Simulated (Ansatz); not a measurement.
# BH3O2 + H2S: a complex and its separated parts, part 2 of 2

Ansatz 0.2.0, Gaussian basis.

**13. CAM-B3LYP-D4/def2-TZVPP**

The inputs:

parta/in.yaml

```yaml
crystal:
  periodic: [false, false, false]
  atoms:
    - {symbol: B, position_ang: [-0.098604, -1.220057, -0.169996]}
    - {symbol: O, position_ang: [-0.704000, -0.017110, -0.035818]}
    - {symbol: O, position_ang: [-0.853121, -2.319209, -0.455999]}
    - {symbol: H, position_ang: [1.089916, -1.278422, -0.031673]}
    - {symbol: H, position_ang: [-1.656518, -0.071358, -0.164289]}
    - {symbol: H, position_ang: [-0.335958, -3.122536, -0.531557]}
basis:
  gaussian: {orbitals: def2-TZVPP}
hamiltonian: {xc: {name: CAM-B3LYP}, dispersion: d4}
```

partb/in.yaml

```yaml
crystal:
  periodic: [false, false, false]
  atoms:
    - {symbol: S, position_ang: [1.046766, 3.058117, 0.015647]}
    - {symbol: H, position_ang: [1.143418, 3.069549, 1.353503]}
    - {symbol: H, position_ang: [0.368203, 1.901023, 0.020383]}
basis:
  gaussian: {orbitals: def2-TZVPP}
hamiltonian: {xc: {name: CAM-B3LYP}, dispersion: d4}
```

Each run has its own folder and the same command.

Command:

```sh
ansatz run in.yaml --threads 4 --pin off --events-out ev --progress --plain --max-ram 9574MiB
```

Log of parta, cut to the lines that bear on the results:

```text
Functional definition: CAM-B3LYP
  name "CAM-B3LYP"
  cite "Yanai, Tew & Handy, Chem. Phys. Lett. 393, 51 (2004) doi:10.1016/j.cplett.2004.06.011"
  cite "Iikura, Tsuneda, Yanai & Hirao, J. Chem. Phys. 115, 3540 (2001) doi:10.1063/1.1383587"
  cite "Becke, Phys. Rev. A 38, 3098 (1988) doi:10.1103/PhysRevA.38.3098"
  cite "Lee, Yang & Parr, Phys. Rev. B 37, 785 (1988) doi:10.1103/PhysRevB.37.785"
[...]
  # Exact exchange under (alpha + beta erf(omega r))/r, Becke's under what is left of 1/r.
[...]
648 factors; their error is unknown
174 factors; integrals over basis functions are off by at most 1.6e-5 eV
[...]
mean field -4822.49811814 eV, -177.2235370350 hartree, gradient 4.1e-5 eV, S^2 0.000000; 0 other end points of the search recorded, 0 dependent functions left out
reference -4822.49821796 eV, -177.2235407034 hartree; 12, 12 occupied and 123, 123 virtual orbitals, 648 factors
Total energy: -4822.54222843 eV, -177.2251580584 hartree
```

partb printed, cut to the lines that bear on the results:

```text
[... 6 set-up lines as earlier in the session ...]
[...]
  # Exact exchange under (alpha + beta erf(omega r))/r, Becke's under what is left of 1/r.
[...]
414 factors; their error is unknown
87 factors; integrals over basis functions are off by at most 9.9e-5 eV
[...]
mean field -10868.61807717 eV, -399.4143473222 hartree, gradient 1.9e-5 eV, S^2 0.000000; 0 other end points of the search recorded, 0 dependent functions left out
reference -10868.61815426 eV, -399.4143501550 hartree; 9, 9 occupied and 61, 61 virtual orbitals, 414 factors
Total energy: -10868.63010963 eV, -399.4147895068 hartree
```

Times: 1.3 s (parta), 0.6 s (partb) on 4 threads of AMD EPYC, shared host.

**14. wB97X-V/def2-TZVPP**

Each input of step 13 (parta, partb) changes in the same lines:

```diff
-hamiltonian: {xc: {name: CAM-B3LYP}, dispersion: d4}
+hamiltonian: {xc: {name: wB97X-V}}
```

Each run has its own folder and the same command.

Command:

```sh
ansatz run in.yaml --threads 4 --pin off --events-out ev --progress --plain --max-ram 9574MiB
```

Output in parta, cut to the lines that bear on the results:

```text
Functional definition: wB97X-V
  name "wB97X-V"
  cite "Mardirossian & Head-Gordon, Phys. Chem. Chem. Phys. 16, 9904 (2014) doi:10.1039/C3CP54374A"
[... 2 set-up lines as earlier in the session ...]
[...]
      + integral(e_c_pw_opposite_spin*poly(b97_u_opposite, cos0, cos1)) + vv10(b, c)
648 factors; their error is unknown
163 factors; integrals over basis functions are off by at most 1.3e-5 eV
[...]
mean field -4822.52269387 eV, -177.2244401763 hartree, gradient 6.4e-5 eV, S^2 0.000000; 0 other end points of the search recorded, 0 dependent functions left out
reference -4822.52269220 eV, -177.2244401150 hartree; 12, 12 occupied and 123, 123 virtual orbitals, 648 factors
Total energy: -4822.52269220 eV, -177.2244401150 hartree
```

partb printed, cut to the lines that bear on the results:

```text
[... 5 set-up lines as earlier in the session ...]
[...]
      + integral(e_c_pw_opposite_spin*poly(b97_u_opposite, cos0, cos1)) + vv10(b, c)
409 factors; their error is unknown
87 factors; integrals over basis functions are off by at most 4.4e-5 eV
[...]
mean field -10866.66388116 eV, -399.3425319432 hartree, gradient 7.7e-5 eV, S^2 0.000000; 0 other end points of the search recorded, 0 dependent functions left out
reference -10866.66387999 eV, -399.3425319004 hartree; 9, 9 occupied and 61, 61 virtual orbitals, 409 factors
Total energy: -10866.66387999 eV, -399.3425319004 hartree
```

Wall times: 2.3 s (parta), 0.81 s (partb) on 4 threads of AMD EPYC, shared host.

**15. wB97M-V/def2-TZVPP**

The same edit goes into each in.yaml of step 14 (parta, partb):

```diff
-hamiltonian: {xc: {name: wB97X-V}}
+hamiltonian: {xc: {name: wB97M-V}}
```

Each run has its own folder and the same command.

Command:

```sh
ansatz run in.yaml --threads 4 --pin off --events-out ev --progress --plain --max-ram 9574MiB
```

Log of parta, cut to the lines that bear on the results:

```text
Functional definition: wB97M-V
  name "wB97M-V"
  cite "Mardirossian & Head-Gordon, J. Chem. Phys. 144, 214110 (2016) doi:10.1063/1.4952647"
[... 2 set-up lines as earlier in the session ...]
  # Of w^i u^j: cxij and so on, Table III.
[...]
  gx(w, u) = 1 - cx + cx01*u + cx10*w
[...]
      + integral(e_c_pw_mod_opposite_spin*gos(b97_w_opposite, b97_u_opposite)) + vv10(b, c)
648 factors; their error is unknown
163 factors; integrals over basis functions are off by at most 1.3e-5 eV
[...]
mean field -4822.54196223 eV, -177.2251482756 hartree, gradient 1.9e-5 eV, S^2 0.000000; 0 other end points of the search recorded, 0 dependent functions left out
reference -4822.54200327 eV, -177.2251497836 hartree; 12, 12 occupied and 123, 123 virtual orbitals, 648 factors
Total energy: -4822.54200327 eV, -177.2251497836 hartree
```

partb printed, cut to the lines that bear on the results:

```text
[... 5 set-up lines as earlier in the session ...]
  # Of w^i u^j: cxij and so on, Table III.
[...]
  gx(w, u) = 1 - cx + cx01*u + cx10*w
[...]
      + integral(e_c_pw_mod_opposite_spin*gos(b97_w_opposite, b97_u_opposite)) + vv10(b, c)
409 factors; their error is unknown
87 factors; integrals over basis functions are off by at most 4.4e-5 eV
[...]
mean field -10867.51056042 eV, -399.3736468322 hartree, gradient 7.8e-6 eV, S^2 0.000000; 0 other end points of the search recorded, 0 dependent functions left out
reference -10867.51058859 eV, -399.3736478675 hartree; 9, 9 occupied and 61, 61 virtual orbitals, 409 factors
Total energy: -10867.51058859 eV, -399.3736478675 hartree
```

They took 2.9 s (parta), 1.1 s (partb) on 4 threads of AMD EPYC, shared host.

**16. B2PLYP/def2-TZVPP**

The same edit goes into each in.yaml of step 15 (parta, partb):

```diff
-hamiltonian: {xc: {name: wB97M-V}}
+hamiltonian: {xc: {name: B2PLYP}}
```

One command serves all of them, each in its own folder.

Command:

```sh
ansatz run in.yaml --threads 4 --pin off --events-out ev --progress --plain --max-ram 9574MiB
```

Log of parta, cut to the lines that bear on the results:

```text
Functional definition: B2PLYP
  name "B2PLYP"
  cite "Grimme, J. Chem. Phys. 124, 034108 (2006) doi:10.1063/1.2148954"
[... 2 set-up lines as earlier in the session ...]
[...]
839 factors; integrals over basis functions are off by at most 9.5e-4 eV
[...]
mean field -4815.74410056 eV, -176.9753314671 hartree, gradient 2.2e-6 eV, S^2 0.000000; 0 other end points of the search recorded, 0 dependent functions left out
3 core orbitals not correlated: weight in the atoms' cores, before any rotation towards them, 1.000 or more for the frozen orbitals, at most 0.000 for the correlated occupied ones
reference -4815.74422784 eV, -176.9753361444 hartree; 9, 9 occupied and 123, 123 virtual orbitals, 839 factors
second order -19.01735009 eV of doubles, -0.00000000 eV of singles
Total energy: -4820.87891236 eV, -177.1640323202 hartree
```

partb printed, cut to the lines that bear on the results:

```text
[... 5 set-up lines as earlier in the session ...]
[...]
386 factors; integrals over basis functions are off by at most 7.9e-4 eV
[...]
mean field -10863.10105246 eV, -399.2116004037 hartree, gradient 3.7e-6 eV, S^2 0.000000; 0 other end points of the search recorded, 0 dependent functions left out
5 core orbitals not correlated: weight in the atoms' cores, before any rotation towards them, 1.000 or more for the frozen orbitals, at most 0.000 for the correlated occupied ones
reference -10863.10115236 eV, -399.2116040749 hartree; 4, 4 occupied and 61, 61 virtual orbitals, 386 factors
second order -6.35685848 eV of doubles, -0.00000000 eV of singles
Total energy: -10864.81750415 eV, -399.2746788398 hartree
```

Wall times: 1.7 s (parta), 0.6 s (partb) on 4 threads of AMD EPYC, shared host.

**17. PBE-QIDH/def2-TZVPP**

The same edit goes into each in.yaml of step 16 (parta, partb):

```diff
-hamiltonian: {xc: {name: B2PLYP}}
+hamiltonian: {xc: {name: PBE-QIDH}}
```

The same command starts each run, in its folder.

Command:

```sh
ansatz run in.yaml --threads 4 --pin off --events-out ev --progress --plain --max-ram 9574MiB
```

Log of parta, cut to the lines that bear on the results:

```text
Functional definition: PBE-QIDH
  name "PBE-QIDH"
  cite "Brémond, Sancho-García, Pérez-Jiménez & Adamo, J. Chem. Phys. 141, 031101 (2014) doi:10.1063/1.4890314"
[... 1 set-up line as earlier in the session ...]
[...]
839 factors; integrals over basis functions are off by at most 9.5e-4 eV
[...]
mean field -4812.25197158 eV, -176.8469980942 hartree, gradient 3.2e-6 eV, S^2 0.000000; 0 other end points of the search recorded, 0 dependent functions left out
3 core orbitals not correlated: weight in the atoms' cores, before any rotation towards them, 1.000 or more for the frozen orbitals, at most 0.000 for the correlated occupied ones
reference -4812.25198143 eV, -176.8469984558 hartree; 9, 9 occupied and 123, 123 virtual orbitals, 839 factors
second order -17.70442483 eV of doubles, -0.00000000 eV of singles
Total energy: -4818.15345637 eV, -177.0638736598 hartree
```

Output in partb, cut to the lines that bear on the results:

```text
[... 4 set-up lines as earlier in the session ...]
[...]
386 factors; integrals over basis functions are off by at most 7.9e-4 eV
[...]
mean field -10860.20500480 eV, -399.1051726151 hartree, gradient 1.1e-6 eV, S^2 0.000000; 0 other end points of the search recorded, 0 dependent functions left out
5 core orbitals not correlated: weight in the atoms' cores, before any rotation towards them, 1.000 or more for the frozen orbitals, at most 0.000 for the correlated occupied ones
reference -10860.20501158 eV, -399.1051728643 hartree; 4, 4 occupied and 61, 61 virtual orbitals, 386 factors
second order -5.89915336 eV of doubles, -0.00000000 eV of singles
Total energy: -10862.17139604 eV, -399.1774361601 hartree
```

Times: 2 s (parta), 0.61 s (partb) on 4 threads of AMD EPYC, shared host.

**18. RPA on PBE/def2-TZVPP**

The same edit goes into each in.yaml of step 17 (parta, partb):

```diff
-hamiltonian: {xc: {name: PBE-QIDH}}
+hamiltonian: {xc: pbe}
+correlation: {method: rpa}
```

One command serves all of them, each in its own folder.

Command:

```sh
ansatz run in.yaml --threads 4 --pin off --events-out ev --progress --plain --max-ram 9574MiB
```

parta printed, cut to the lines that bear on the results:

```text
[... 4 set-up lines as earlier in the session ...]
[...]
839 factors; integrals over basis functions are off by at most 9.5e-4 eV
[...]
mean field -4818.56427829 eV, -177.0789710871 hartree, gradient 6.9e-6 eV, S^2 0.000000; 0 other end points of the search recorded, 0 dependent functions left out
3 core orbitals not correlated: weight in the atoms' cores, before any rotation towards them, 1.000 or more for the frozen orbitals, at most 0.000 for the correlated occupied ones
reference -4797.71636392 eV, -176.3128243652 hartree; 9, 9 occupied and 123, 123 virtual orbitals, 839 factors
Total energy: -4822.52214805 eV, -177.2244201180 hartree
```

Log of partb, cut to the lines that bear on the results:

```text
[... 4 set-up lines as earlier in the session ...]
[...]
386 factors; integrals over basis functions are off by at most 7.9e-4 eV
[...]
mean field -10863.54270415 eV, -399.2278308038 hartree, gradient 1.8e-6 eV, S^2 0.000000; 0 other end points of the search recorded, 0 dependent functions left out
5 core orbitals not correlated: weight in the atoms' cores, before any rotation towards them, 1.000 or more for the frozen orbitals, at most 0.000 for the correlated occupied ones
reference -10849.04793508 eV, -398.6951578652 hartree; 4, 4 occupied and 61, 61 virtual orbitals, 386 factors
Total energy: -10858.41208280 eV, -399.0392839470 hartree
```

Times: 1.6 s (parta), 0.66 s (partb) on 4 threads of AMD EPYC, shared host.

**19. CCSD(T)/def2-TZVPP**

Each input of step 18 (parta, partb) changes in the same lines:

```diff
-hamiltonian: {xc: pbe}
-correlation: {method: rpa}
+correlation: {method: ccsd_t}
```

The same command starts each run, in its folder.

Command:

```sh
ansatz run in.yaml --threads 4 --pin off --events-out ev --progress --plain --max-ram 9574MiB
```

Log of parta, cut to the lines that bear on the results:

```text
Functional definition: HF
  name "HF"
  cite "Fock, Z. Phys. 61, 126 (1930) doi:10.1007/BF01340294"
[... 1 set-up line as earlier in the session ...]
[...]
839 factors; integrals over basis functions are off by at most 9.5e-4 eV
[...]
mean field -4798.60402522 eV, -176.3454453161 hartree, gradient 2.5e-6 eV, S^2 0.000000; 0 other end points of the search recorded, 0 dependent functions left out
3 core orbitals not correlated: weight in the atoms' cores, before any rotation towards them, 1.000 or more for the frozen orbitals, at most 0.000 for the correlated occupied ones
reference -4798.60402522 eV, -176.3454453161 hartree; 9, 9 occupied and 123, 123 virtual orbitals, 839 factors
second order -15.86807465 eV of doubles, -0.00000000 eV of singles
cycle   1  -15.81448255 eV  change    5.4e-2 eV  update   8.0e-2
[...]
cycle   9  -16.21901981 eV  change    1.5e-6 eV  update   8.7e-6
perturbative correction -0.55667726 eV, -0.0204575118 hartree
Total energy: -4815.37972229 eV, -176.9619408124 hartree
```

Log of partb, cut to the lines that bear on the results:

```text
[... 4 set-up lines as earlier in the session ...]
[...]
386 factors; integrals over basis functions are off by at most 7.9e-4 eV
[...]
mean field -10849.38775554 eV, -398.7076460370 hartree, gradient 1.3e-6 eV, S^2 0.000000; 0 other end points of the search recorded, 0 dependent functions left out
5 core orbitals not correlated: weight in the atoms' cores, before any rotation towards them, 1.000 or more for the frozen orbitals, at most 0.000 for the correlated occupied ones
reference -10849.38775554 eV, -398.7076460370 hartree; 4, 4 occupied and 61, 61 virtual orbitals, 386 factors
second order -5.20093873 eV of doubles, -0.00000000 eV of singles
cycle   1  -5.68440759 eV  change   -4.8e-1 eV  update   4.9e-2
[...]
cycle   8  -5.86292624 eV  change    2.5e-6 eV  update   5.9e-6
perturbative correction -0.21793255 eV, -0.0080088735 hartree
Total energy: -10855.46861433 eV, -398.9311134757 hartree
```

They took 8.5 s (parta), 0.6 s (partb) on 4 threads of AMD EPYC, shared host; peak memory 0.77 GiB.

**20. Vibrations of BH3O2**

The input, vib-parta/in.yaml:

```yaml
crystal:
  periodic: [false, false, false]
  atoms:
    - {symbol: B, position_ang: [-0.098604, -1.220057, -0.169996]}
    - {symbol: O, position_ang: [-0.704000, -0.017110, -0.035818]}
    - {symbol: O, position_ang: [-0.853121, -2.319209, -0.455999]}
    - {symbol: H, position_ang: [1.089916, -1.278422, -0.031673]}
    - {symbol: H, position_ang: [-1.656518, -0.071358, -0.164289]}
    - {symbol: H, position_ang: [-0.335958, -3.122536, -0.531557]}
basis:
  gaussian: {orbitals: def2-TZVP}
hamiltonian: {xc: pbe0, dispersion: d4}
phonons: {temperatures: {t_min: 298.15, t_max: 900, t_step: 200}}
```

Command:

```sh
ansatz run in.yaml --threads 4 --pin off --events-out ev --progress --plain --max-ram 9574MiB
```

What it wrote, cut to the lines that bear on the results:

```text
[... 5 set-up lines as earlier in the session ...]
[...]
603 factors; their error is unknown
[...]
mean field -4818.66087293 eV, -177.0825208746 hartree, gradient 3.5e-5 eV, S^2 0.000000; 0 other end points of the search recorded, 0 dependent functions left out
[...]
Atom 3 at     1.089916    -1.278422    -0.031673 Å, force    -0.000968    -0.000151    -0.000151 eV/Å
Atom 4 at    -1.656518    -0.071358    -0.164289 Å, force     0.000032    -0.000229    -0.000053 eV/Å
Atom 5 at    -0.335958    -3.122536    -0.531557 Å, force    -0.000243    -0.000059     0.000016 eV/Å
Dipole moment:    -0.062059    -0.313934    -0.062527 e Å
Vibrations: 475.92 530.79 636.23 927.06 965.34 1008.13 1112.72 1248.44 1466.83 2626.31 3854.10 3916.28 cm⁻¹, zero-point energy 1.163478 eV
```

Wall time 30 s (4 threads of AMD EPYC, shared host).

Wavenumbers and character of the modes:

```csv
mode,wavenumber (cm⁻¹),character
1,476,bend
2,531,torsion
3,636,torsion
4,927,torsion with out-of-plane bend
5,965,bend
6,1008,bend with B–O stretch
7,1113,bend
8,1248,B–O stretch with bend
9,1467,B–O stretch
10,2626,B–H stretch
11,3854,O–H stretch
12,3916,O–H stretch
```

Vibrational sums (real modes only):

```csv
T (K),entropy (J/mol/K),heat capacity (J/mol/K)
298,8.9,21.8
498,25.5,43.2
698,42.4,56.5
898,57.7,65.2
```

**21. Vibrations of H2S**

The input, vib-partb/in.yaml:

```yaml
crystal:
  periodic: [false, false, false]
  atoms:
    - {symbol: S, position_ang: [1.046766, 3.058117, 0.015647]}
    - {symbol: H, position_ang: [1.143418, 3.069549, 1.353503]}
    - {symbol: H, position_ang: [0.368203, 1.901023, 0.020383]}
basis:
  gaussian: {orbitals: def2-TZVP}
hamiltonian: {xc: pbe0, dispersion: d4}
phonons: {temperatures: {t_min: 298.15, t_max: 900, t_step: 200}}
```

Command:

```sh
ansatz run in.yaml --threads 4 --pin off --events-out ev --progress --plain --max-ram 9574MiB
```

What it wrote, cut to the lines that bear on the results:

```text
[... 5 set-up lines as earlier in the session ...]
[...]
359 factors; their error is unknown
[...]
mean field -10864.45046299 eV, -399.2611903259 hartree, gradient 4.8e-5 eV, S^2 0.000000; 0 other end points of the search recorded, 0 dependent functions left out
[...]
Total energy: -10864.46265912 eV, -399.2616385255 hartree
Atom 0 at     1.046766     3.058117     0.015647 Å, force    -0.000559    -0.001100     0.001289 eV/Å
Atom 1 at     1.143418     3.069549     1.353503 Å, force     0.000144     0.000347    -0.000877 eV/Å
Atom 2 at     0.368203     1.901023     0.020383 Å, force     0.000414     0.000754    -0.000413 eV/Å
Dipole moment:    -0.075783    -0.149201     0.174848 e Å
Vibrations: 1209.10 2724.12 2739.41 cm⁻¹, zero-point energy 0.413650 eV
```

Run time: 1.7 s. Hardware: 4 threads of AMD EPYC, shared host.

The modes, with what each moves most:

```csv
mode,wavenumber (cm⁻¹),character
1,1209,bend
2,2724,S–H stretch
3,2739,S–H stretch
```

Vibrational sums (real modes only):

```csv
T (K),entropy (J/mol/K),heat capacity (J/mol/K)
298,0.2,0.8
498,1.2,3.7
698,3.0,7.0
898,5.1,10.2
```

**22. Complex less separated parts**

The complex's own energies come from single points at the same levels.

Rows are in def2-TZVPP; times add the 3 runs of a level on a shared host, so small differences are noise.

Differences are taken before rounding.

```csv
method,rung,complex less parts (kJ/mol),from CCSD(T) (kJ/mol),time
SPW92,LDA,-18.0,-8.1,2.3 s
PBE-D4,GGA,-12.5,-2.7,3.3 s
BLYP-D4,GGA,-11.1,-1.3,3.6 s
r2SCAN-D4,meta-GGA,-10.6,-0.7,6.1 s
B97M-V,meta-GGA,-10.7,-0.8,9.9 s
PBE0-D4,hybrid,-11.8,-1.9,4.3 s
B3LYP-D4,hybrid,-11.4,-1.6,4 s
r2SCAN0-D4,hybrid,-10.7,-0.9,5.8 s
BHLYP-D4,hybrid,-11.7,-1.8,3.7 s
CAM-B3LYP-D4,range-separated hybrid,-12.1,-2.3,5.3 s
wB97X-V,range-separated hybrid,-10.6,-0.7,9.7 s
wB97M-V,range-separated hybrid,-10.2,-0.4,11 s
B2PLYP,double hybrid,-8.6,+1.2,7.8 s
PBE-QIDH,double hybrid,-9.7,+0.1,6.8 s
RPA on PBE,RPA,-7.5,+2.3,6.9 s
Hartree-Fock,wavefunction,-3.7,+6.2,
MP2,wavefunction,-10.6,-0.8,
CCSD,wavefunction,-8.8,+1.1,
CCSD(T),wavefunction,-9.8,0,73 s
```

Among the levels timed on like hardware and quicker than the yardstick, those that no quicker one beats, quickest first: SPW92 (2.3 s, -8.1 kJ/mol); PBE-D4 (3.3 s, -2.7 kJ/mol); BLYP-D4 (3.6 s, -1.3 kJ/mol); r2SCAN0-D4 (5.8 s, -0.9 kJ/mol); r2SCAN-D4 (6.1 s, -0.7 kJ/mol); PBE-QIDH (6.8 s, +0.1 kJ/mol).

For cost: PBE-QIDH gets within 0.1 kJ/mol in 6.8 s, where CCSD(T) took 73 s; the quickest level in the cost chart, SPW92, takes 2.3 s and misses by 8.1 kJ/mol.

The complex's zero-point energy, from a separate PBE0-D4 run, is 1.616 eV.

**23. What came out**

This closing draws on all 2 parts.

| quantity | value |
| --- | --- |
| complex less parts, CCSD(T)/def2-TZVPP | -9.8 kJ/mol |
| with zero-point energy | -6.1 kJ/mol |
| largest T1 diagnostic | 0.013 |

What this shows: At CCSD(T) the complex lies 9.8 kJ/mol below its parts. Among the functionals PBE-QIDH lands nearest to CCSD(T) (+0.1 kJ/mol) and SPW92 farthest (-8.1 kJ/mol). By rung, the mean size of the error is: LDA 8.1, GGA 2.0, meta-GGA 0.8, hybrid 1.5, range-separated hybrid 1.1, double hybrid 0.7 kJ/mol. PBE-D4 gives a relative energy 2.7 kJ/mol too low, an error of 27 % of the reference. No counterpoise was applied, and triple zeta lacks some correlation, so the CCSD(T) reference has a basis error of its own, and close matches with it are partly luck.
